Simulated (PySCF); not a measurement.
# Mg₂H₂Br₂: NMR shieldings

Aim: compute the NMR shieldings of Mg₂H₂Br₂.

Programs: PySCF 2.14.0, with routines of our own; each step states its level. All values are computed. Atoms count from 0.

## 1. The system as given

6 atoms, charge 0, multiplicity 1; geometry from: GFN2-xTB.

## 2. NMR shieldings: PBE0/pcSseg-1 Br:us-x2c-TZVPall-2c, spin–orbit

Job settings and geometry (Å):

```
{"job": {"kind": "hnmr", "xc": "PBE0", "basis": {"default": "pcSseg-1", "Br": "us-x2c-TZVPall-2c"}, "rel": "so"}, "charge": 0, "multiplicity": 1}
Mg    -1.073580    -0.063460     1.431780
H     -1.997990    -0.110070     2.686400
Br     0.601910    -1.638500     0.381950
Mg     1.068560     0.059470    -1.435240
H      2.021640     0.125040    -2.669690
Br    -0.620550     1.627530    -0.395210
```

Method: PBE0/pcSseg-1 Br:us-x2c-TZVPall-2c GIAO NMR shielding, X2C with spin-orbit coupling, screened-nuclear two-electron part, Gaussian nuclei, gas phase.

Command:

```
$ OMP_NUM_THREADS=1 python heavy_run.py task.json out
```

The driver reads the jobs from task.json and runs them one after another.

What it wrote:

```text
spin-free SCF
coarse grid: 32072 points
cycle   1  E = -5613.7682063482  dE = -2.954e-02  |g| = 3.269e-01  |ddm| = 2.608e+00
cycle   2  E = -5613.7822816875  dE = -1.408e-02  |g| = 1.867e-01  |ddm| = 6.173e-01
cycle   3  E = -5613.7914581487  dE = -9.176e-03  |g| = 8.680e-02  |ddm| = 2.754e-01
cycle   4  E = -5613.7924407827  dE = -9.826e-04  |g| = 8.055e-03  |ddm| = 5.046e-02
cycle   5  E = -5613.7924450408  dE = -4.258e-06  |g| = 1.401e-03  |ddm| = 5.077e-03
final grid: 59952 points
cycle   6  E = -5613.7927345008  dE = -5.552e-07  |g| = 1.122e-03  |ddm| = 2.746e-03
cycle   7  E = -5613.7927345289  dE = -2.810e-08  |g| = 1.142e-03  |ddm| = 1.271e-03
cycle   8  E = -5613.7927346198  dE = -9.089e-08  |g| = 5.787e-05  |ddm| = 5.538e-04
cycle   9  E = -5613.7927346204  dE = -5.875e-10  |g| = 7.419e-06  |ddm| = 5.143e-05
converged SCF energy = -5613.7927346204
two-component SCF
cycle   1  E = -5613.6619300018  dE = -5.614e+03  |FDS-SDF| = 1.268e+01
cycle   2  E = -5613.9431900719  dE = -2.813e-01  |FDS-SDF| = 1.332e-01
cycle   3  E = -5613.9433677599  dE = -1.777e-04  |FDS-SDF| = 3.296e-03
cycle   4  E = -5613.9433713064  dE = -3.546e-06  |FDS-SDF| = 1.258e-03
cycle   5  E = -5613.9433714958  dE = -1.894e-07  |FDS-SDF| = 5.119e-04
cycle   6  E = -5613.9433715380  dE = -4.216e-08  |FDS-SDF| = 5.913e-05
cycle   7  E = -5613.9433715391  dE = -1.137e-09  |FDS-SDF| = 1.516e-05
converged, E = -5613.9433715391

Field gradients (au) and densities at the nuclei (bohr^-3)
atom        Vxx        Vyy        Vzz        centre      nuclear mean
  0 Mg     0.1859     0.5749    -0.7608        990.172        990.163
  1 H     -0.0644    -0.0663     0.1307          0.352          0.352
  2 Br     0.0642     1.1354    -1.1996      39257.241      39228.772
  3 Mg     0.1853     0.5740    -0.7593        990.170        990.161
  4 H     -0.0641    -0.0659     0.1300          0.352          0.352
  5 Br     0.0664     1.1328    -1.1992      39257.241      39228.772
without picture change
  2 Br                          -1.2386                     60004.085
  5 Br                          -1.2382                     60004.086

Core orbital energies (eV)
atom   shell        mean    spread
  2 Br 1s       -13365.954   0.000
  2 Br 2s        -1755.112   0.000
  2 Br 3s         -247.294   0.000
  2 Br 4s          -22.396   0.000
  2 Br 2p1/2     -1578.673   0.000
  2 Br 2p3/2     -1531.425   0.011
  2 Br 3p1/2      -185.569   0.000
  2 Br 3p3/2      -178.647   0.037
  2 Br 3d3/2       -71.615   0.044
  2 Br 3d5/2       -70.561   0.058
  5 Br 1s       -13365.951   0.000
  5 Br 2s        -1755.109   0.000
  5 Br 3s         -247.291   0.000
  5 Br 4s          -22.393   0.000
  5 Br 2p1/2     -1578.670   0.000
  5 Br 2p3/2     -1531.422   0.011
  5 Br 3p1/2      -185.566   0.000
  5 Br 3p3/2      -178.644   0.037
  5 Br 3d3/2       -71.612   0.044
  5 Br 3d5/2       -70.558   0.058

Shielding tensors (ppm)
atom      isotropic    diamagn.    paramagn.     s11        s22        s33       span
  0 Mg      477.63      700.74     -223.11     403.53     430.96     598.40     194.87
  1 H        26.80       27.66       -0.86      22.64      23.18      34.58      11.95
  2 Br     2989.01     2990.05       -1.04    2855.95    2961.93    3149.15     293.20
  3 Mg      477.92      700.72     -222.80     403.97     431.32     598.47     194.50
  4 H        26.78       27.64       -0.85      22.63      23.18      34.55      11.92
  5 Br     2988.80     2990.05       -1.26    2855.78    2961.94    3148.67     292.88
```

Run time: 78 s. Hardware: 1 thread of Intel Xeon 6975P-C, shared host; peak memory 1.1 GiB.

Key values:

```
                       quantity       value
energy from spin-orbit coupling  -0.1506 Eh
```

## 3. NMR shieldings: PBE0/pcSseg-1 Br:us-x2c-TZVPall-2c, spin-free

Job settings and geometry (Å):

```
{"job": {"kind": "hnmr", "xc": "PBE0", "basis": {"default": "pcSseg-1", "Br": "us-x2c-TZVPall-2c"}, "rel": "sf"}, "charge": 0, "multiplicity": 1}
Mg    -1.073580    -0.063460     1.431780
H     -1.997990    -0.110070     2.686400
Br     0.601910    -1.638500     0.381950
Mg     1.068560     0.059470    -1.435240
H      2.021640     0.125040    -2.669690
Br    -0.620550     1.627530    -0.395210
```

With the program's defaults for keys left out, this is: PBE0/pcSseg-1 Br:us-x2c-TZVPall-2c GIAO NMR shielding, spin-free X2C, Gaussian nuclei, gas phase.

What it wrote:

```text
spin-free SCF
coarse grid: 32072 points
cycle   1  E = -5613.7682063482  dE = -2.954e-02  |g| = 3.269e-01  |ddm| = 2.608e+00
cycle   2  E = -5613.7822816875  dE = -1.408e-02  |g| = 1.867e-01  |ddm| = 6.173e-01
cycle   3  E = -5613.7914581487  dE = -9.176e-03  |g| = 8.680e-02  |ddm| = 2.754e-01
cycle   4  E = -5613.7924407827  dE = -9.826e-04  |g| = 8.055e-03  |ddm| = 5.046e-02
cycle   5  E = -5613.7924450408  dE = -4.258e-06  |g| = 1.401e-03  |ddm| = 5.077e-03
final grid: 59952 points
cycle   6  E = -5613.7927345008  dE = -5.552e-07  |g| = 1.122e-03  |ddm| = 2.746e-03
cycle   7  E = -5613.7927345289  dE = -2.810e-08  |g| = 1.142e-03  |ddm| = 1.271e-03
cycle   8  E = -5613.7927346198  dE = -9.089e-08  |g| = 5.787e-05  |ddm| = 5.538e-04
cycle   9  E = -5613.7927346204  dE = -5.875e-10  |g| = 7.419e-06  |ddm| = 5.143e-05
converged SCF energy = -5613.7927346204
check of the scalar solution
cycle   1  E = -5613.7927346204  dE = -5.614e+03  |FDS-SDF| = 7.419e-06
cycle   2  E = -5613.7927346204  dE =  0.000e+00  |FDS-SDF| = 6.669e-06
converged, E = -5613.7927346204

Field gradients (au) and densities at the nuclei (bohr^-3)
atom        Vxx        Vyy        Vzz        centre      nuclear mean
  0 Mg     0.1858     0.5750    -0.7608        990.172        990.164
  1 H     -0.0644    -0.0663     0.1307          0.352          0.352
  2 Br     0.0641     1.1357    -1.1998      39254.580      39226.110
  3 Mg     0.1852     0.5741    -0.7592        990.170        990.162
  4 H     -0.0641    -0.0659     0.1300          0.352          0.352
  5 Br     0.0663     1.1331    -1.1994      39254.580      39226.111
without picture change
  2 Br                          -1.2391                     60004.624
  5 Br                          -1.2386                     60004.624

Core orbital energies (eV)
atom   shell        mean    spread
  2 Br 1s       -13366.153   0.000
  2 Br 2s        -1755.148   0.000
  2 Br 3s         -247.300   0.000
  2 Br 4s          -22.397   0.000
  2 Br 2p        -1546.923   0.018
  2 Br 3p         -180.916   0.063
  2 Br 3d          -70.984   0.061
  5 Br 1s       -13366.150   0.000
  5 Br 2s        -1755.145   0.000
  5 Br 3s         -247.297   0.000
  5 Br 4s          -22.393   0.000
  5 Br 2p        -1546.920   0.018
  5 Br 3p         -180.913   0.063
  5 Br 3d          -70.981   0.061

Shielding tensors (ppm)
atom      isotropic    diamagn.    paramagn.     s11        s22        s33       span
  0 Mg      473.80      707.10     -233.30     402.81     419.16     599.42     196.62
  1 H        27.57       27.66       -0.09      23.27      24.36      35.07      11.80
  2 Br     2716.91     3138.98     -422.07    2569.92    2698.07    2882.74     312.82
  3 Mg      474.07      707.09     -233.01     403.23     419.49     599.49     196.26
  4 H        27.55       27.64       -0.09      23.27      24.35      35.04      11.77
  5 Br     2716.68     3138.99     -422.31    2569.74    2698.05    2882.25     312.51
```

Wall time 28 s (1 thread of Intel Xeon 6975P-C, shared host); peak memory 0.93 GiB.

## 4. Shieldings side by side

```
                                                   run     Br5     Br2    Mg3    Mg0    H1    H4  time
step 2, PBE0/pcSseg-1 Br:us-x2c-TZVPall-2c, spin–orbit  2988.8  2989.0  477.9  477.6  26.8  26.8  78 s
 step 3, PBE0/pcSseg-1 Br:us-x2c-TZVPall-2c, spin-free  2716.7  2716.9  474.1  473.8  27.6  27.6  28 s
```

## 5. Outcome

| quantity | value |
| --- | --- |
| energy from spin-orbit coupling (step 2, PBE0/pcSseg-1 Br:us-x2c-TZVPall-2c, spin–orbit) | -0.1506 Eh |
| shieldings (step 2, PBE0/pcSseg-1 Br:us-x2c-TZVPall-2c, spin–orbit) | Mg0 477.6, H1 26.8, Br2 2989.0, Mg3 477.9, H4 26.8, Br5 2988.8 ppm |
| shieldings (step 3, PBE0/pcSseg-1 Br:us-x2c-TZVPall-2c, spin-free) | Mg0 473.8, H1 27.6, Br2 2716.9, Mg3 474.1, H4 27.6, Br5 2716.7 ppm |

What this shows: Br5 (with its equivalent atoms) moves most between the runs, by 272 ppm; the labels say what changes from run to run. The geometry comes from tight binding, which is rough for metal atoms, and these values hang on it.
